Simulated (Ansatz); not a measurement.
# Cu+ with HCl: superposition error and deformation

An exercise on one series of results from a longer session: the logs are not shown, and one member is left open.

Program: Ansatz 0.2.0, Gaussian basis. Level of theory: PBE0-D4 structures, single points in def2-TZVPPD. These are calculated values, not measurements.

Levels: PBE-D4, revPBE-D4, BLYP-D4, r2SCAN-D4, B97M-V, PBE0-D4, B3LYP-D4, HSE06-D4, wB97X-V, wB97M-V, B2PLYP, Hartree-Fock, MP2, CCSD, CCSD(T).

Cores are frozen in the correlated methods. The 3s and 3p shells of Cu and Zn are frozen; filled d shells are correlated. B3LYP uses VWN-RPA correlation. B2PLYP carries no dispersion term here.

129 further runs of the same task are left out: 129 set aside as unsound or not needed.

## Where the work starts

The relaxed pair: 3 atoms, charge 1, spin multiplicity 1.

Atoms are counted from 1 here; the program's logs count them from 0.

Bond lengths: Cu1–Cl2 2.236 Å, Cl2–H3 1.293 Å. Angles: Cu1–Cl2–H3 101.0°.

Geometry (Å):

```xyz
3
charge 1, multiplicity 1
Cu    0.0443   -0.0076   -1.6281
Cl    0.5582   -0.0955    0.5465
H    -0.6025    0.1031    1.0816
```

Atoms 1 to 1 are fragment A (Cu+), the rest fragment B (HCl). From earlier runs, pair energy (eV) and counterpoise interaction (kJ/mol):

```csv
method,E(pair),interaction
PBE-D4,-57161.09073,-148.15
revPBE-D4,-57168.06407,-133.25
BLYP-D4,-57175.51103,-142.70
r2SCAN-D4,-57171.56143,-146.77
B97M-V,-57160.27989,-140.57
PBE0-D4,-57162.25341,-125.89
B3LYP-D4,-57174.76933,-127.41
HSE06-D4,-57161.97254,-125.56
wB97X-V,-57166.80966,-118.20
wB97M-V,-57169.93013,-117.46
B2PLYP,-57161.92169,-115.42
MP2,-57129.81312,-102.96
CCSD(T),-57129.32555,-96.12
```

First each fragment is run alone in its own basis, frozen in the shape it has in the pair (a, b).

Set-up of the first run:

File a/in.yaml:

```yaml
crystal:
  periodic: [false, false, false]
  atoms:
    - {symbol: Cu, position_ang: [0.044312, -0.007562, -1.628115]}
basis:
  gaussian: {orbitals: "def2-TZVPPD.json"}
total_charge: 1
hamiltonian: {xc: {name: wB97X-V}}
```

File b/in.yaml:

```yaml
crystal:
  periodic: [false, false, false]
  atoms:
    - {symbol: Cl, position_ang: [0.558160, -0.095510, 0.546500]}
    - {symbol: H, position_ang: [-0.602470, 0.103072, 1.081615]}
basis:
  gaussian: {orbitals: "def2-TZVPPD.json"}
hamiltonian: {xc: {name: wB97X-V}}
```

The basis file named in the input lies beside it (Basis Set Exchange, JSON).

One command serves all of them, each in its own folder.

Launch:

```sh
$ ansatz run in.yaml --threads 2 --pin off --events-out ev --progress --plain --max-ram 5222MiB
```

Steps of the session up to this table: wB97X-V/def2-TZVPPD; wB97M-V/def2-TZVPPD; B2PLYP/def2-TZVPPD; B97M-V/def2-TZVPPD; CCSD(T)/def2-TZVPPD; Relaxing HCl alone; PBE-D4/def2-TZVPPD; r2SCAN-D4/def2-TZVPPD; PBE0-D4/def2-TZVPPD; B3LYP-D4/def2-TZVPPD; BLYP-D4/def2-TZVPPD; revPBE-D4/def2-TZVPPD; HSE06-D4/def2-TZVPPD.

One table of the session follows, with a row left open; its other results are not shown here.

```
      method  interaction with counterpoise (kJ/mol)
      PBE-D4                                 -148.15
   revPBE-D4                                 -133.25
     BLYP-D4                                 -142.70
   r2SCAN-D4                                 -146.77
      B97M-V                                 -140.57
     PBE0-D4                                 -125.89
    B3LYP-D4                                 -127.41
    HSE06-D4                                 -125.56
     wB97X-V                                 -118.20
     wB97M-V                                 -117.46
      B2PLYP                                 -115.42
Hartree-Fock                                  -56.81
         MP2                                 -102.96
        CCSD                                       ?
     CCSD(T)                                  -96.12
```

**Question.** Estimate the row for CCSD.

As computed: interaction with counterpoise (kJ/mol): -89.88. In the column «interaction with counterpoise (kJ/mol)» it lies between CCSD(T) (-96.12) and Hartree-Fock (-56.81).
